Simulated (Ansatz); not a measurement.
Task: a surface slab of Se, space group R-3m, with the Python package of Ansatz (0.2.0). Give the script and its output. Use (first run): PBEsol, PAW, the default cutoff (420 eV here), 7×7×1 k-points, Fermi-Dirac smearing of 0.1 eV.

Contents of `POSCAR_se`:
```text
Se
1.0
   1.92500000    1.11139927    0.88166667
  -1.92500000    1.11139927    0.88166667
   0.00000000   -2.22279854    0.88166667
Se
1
Direct
   0.00000000    0.00000000    0.00000000
```

`slab_se.py`:
```python
# -*- coding: utf-8 -*-
"""Cutting and solving a surface of Se."""

import logging
import sys

import ansatz as az
from ase.build import surface
from ase.io import read
import numpy as np

logging.basicConfig(stream=sys.stdout, format="[%(levelname)s] %(message)s")
logger = logging.getLogger("ansatz_job")
logger.setLevel(logging.INFO)

XC = "pbesol"
FILLING = "fermi_dirac"


def main():
    atoms = read("POSCAR_se", format="vasp")
    # the plane is named in the basis of this cell
    slab = surface(atoms, (0, 1, 0), 3, vacuum=7.0)
    slab.pbc = True

    print(slab.get_chemical_formula(), "area {:.3f} A^2, cell height {:.2f} A".format(np.linalg.norm(np.cross(slab.cell[0], slab.cell[1])), slab.cell[2, 2]))


    def common(structure):
        return (
            az.Crystal.from_ase(structure).calculation()
            .functional(XC)
            .occupations(FILLING, width=100 * az.meV)
        )


    model = (
        common(slab)
        .kpoints(7, 7, 1)
        .electric_field(axis=3, dipole_correction=True)
        .potential()
        .forces()
    )
    res = model.run()
    data = res.report

    logger.info(f"slab free energy {data['free_energy_ev']:.4f} eV, Fermi level {data['fermi_energy_ev']:.3f} eV")
    for key, value in data["work_function"].items():
        if isinstance(value, float):
            logger.info(f"{key:34s} {value:12.5f}")

    # surface energy from the bulk energy at the same settings
    bulk = common(atoms).kpoints(11, 11, 11).run().report
    excess = data["free_energy_ev"] - bulk["free_energy_ev"] * len(slab) / len(atoms)
    area = np.linalg.norm(np.cross(slab.cell[0], slab.cell[1]))
    logger.info(f"mean surface energy {excess / (2 * area) * 16.02177:.3f} J/m^2 ({1000 * excess / (2 * area):.1f} meV/A^2)")

    v = res.potential()
    profile = (v.v_es_ev + (0 if v.v_field_ev is None else v.v_field_ev)).mean(axis=(0, 1))
    height = res.lattice.cell_ang[2][2]
    logger.info("z (A)   planar potential less the Fermi level (eV)")
    for i in range(0, len(profile), max(len(profile) // 24, 1)):
        logger.info(f"{i * height / len(profile):6.2f} {profile[i] - data['fermi_energy_ev']:9.3f}")


if __name__ == "__main__":
    main()
```

```console
$ python slab_se.py
Se3 area 5.462 A^2, cell height 18.14 A
DeckWarning: basis.ecutwfc = 420 eV, auto-derived from the records' recommended cutoffs: set by Se (normal level)
RunWarning: The output density's exchange-correlation potential varies sharply where the density is thin. Do not read a vacuum level from v_tot or v_xc, or from such a field of the output density. On [...]
[INFO] slab free energy -16266.1268 eV, Fermi level 5.812 eV
[INFO] ramp_position                           0.95000
[INFO] ramp_width                              0.10000
[INFO] amplitude_v_ang                         0.00000
[INFO] dipole_field_v_ang                      0.00007
[INFO] dipole_moment_e_ang                     0.00004
[INFO] phi_plus_ev                             3.91066
[INFO] phi_minus_ev                            3.91196
[INFO] vacuum_level_plus_ev                    9.72258
[INFO] vacuum_level_minus_ev                   9.72387
[INFO] flatness_plus_ev_ang                    0.00022
[INFO] flatness_minus_ev_ang                   0.00022
[INFO] ramp_density_extremum_e_ang3            0.00004
[INFO] ramp_density_minimum_e_ang3            -0.00004
[INFO] ramp_density_bound_e_ang3               0.00001
[INFO] ramp_density_effective_e_ang3           0.00001
[INFO] plane_spacing_ang                       0.14515
[INFO] mean surface energy -2.504 J/m^2 (-156.3 meV/A^2)
[INFO] z (A)   planar potential less the Fermi level (eV)
[INFO]   0.00     3.912
[INFO]   0.73     3.912
[INFO]   1.45     3.912
[INFO]   2.18     3.912
[INFO]   2.90     3.911
[INFO]   3.63     3.907
[INFO]   4.35     3.876
[INFO]   5.08     3.632
[INFO]   5.81     1.388
[INFO]   6.53   -10.727
[INFO]   7.26   -12.518
[INFO]   7.98    -4.713
[INFO]   8.71   -12.311
[INFO]   9.44   -12.311
[INFO]  10.16    -4.714
[INFO]  10.89   -12.518
[INFO]  11.61   -10.727
[INFO]  12.34     1.388
[INFO]  13.06     3.632
[INFO]  13.79     3.876
[INFO]  14.52     3.907
[INFO]  15.24     3.911
[INFO]  15.97     3.912
[INFO]  16.69     3.912
[INFO]  17.42     3.912
```
(Warnings from the package without file and line, shortened.)

Notes:
- Absolute energies stand on the zero of these potentials, so only differences at equal settings mean something. A total without «per atom» is that of the cell as typed.
- The mesh is modest for a metal, so energies can be off by several to tens of meV an atom and pressures by half a GPa or more; differences at equal mesh fare better.
- An absolute Fermi energy rests on an arbitrary zero of the periodic potential and has no direct meaning.
- This isn't the structure that Se takes at ambient conditions.
- The slab is thin and cut from the structure as given; a cut can leave two unlike or polar faces, and the surface energy is then their mean. Miller indices refer to the vectors of the cell as typed, and the lattice isn't relaxed for this functional, so relaxation and surface energy can hold strain.
- The whole script took 8.6 s on 1 thread of Arm Neoverse V1, with other jobs on the host, peak memory 0.43 GiB.
